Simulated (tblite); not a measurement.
# Ge2H6O2Si: the cost of one run

Computed with tblite 0.8.0 and PySCF 2.14.0; each step states its level. No surroundings beyond the atoms listed, unless a continuum is named. Atoms count from 0, parts from 1.

## (1) Starting point

11 atoms, charge 0, multiplicity 3; geometry: distance geometry start.

## (2) Geometry optimisation with GFN2-xTB

Job settings and geometry (Å):

```
{"job": {"kind": "relax", "xc": "GFN2-xTB", "basis": "xTB"}, "charge": 0, "multiplicity": 3}
Ge    -0.082585    -0.544666    -0.800608
O     -0.147965     0.848762    -2.017793
Si    -1.366208     2.141578    -2.037128
O     -0.041002    -2.141757     0.172926
Ge    -1.080979    -2.513917     1.628960
H     -1.942588     2.268805    -0.728714
H     -2.368208     1.811380    -2.984872
H     -0.740089     3.359299    -2.405047
H     -1.112694    -1.369838     2.588203
H     -2.499753    -2.836662     1.177557
H     -0.543727    -3.746469     2.335170
```

Level: GFN2-xTB geometry optimisation, gas phase.

Run with:

```sh
$ OMP_NUM_THREADS=1 python cluster_run.py task.json out
```

The driver reads the jobs from task.json and runs them one after another.

**Question.** How long does this first job take on 1 thread of Arm Neoverse V1, shared host?

About 5 s.
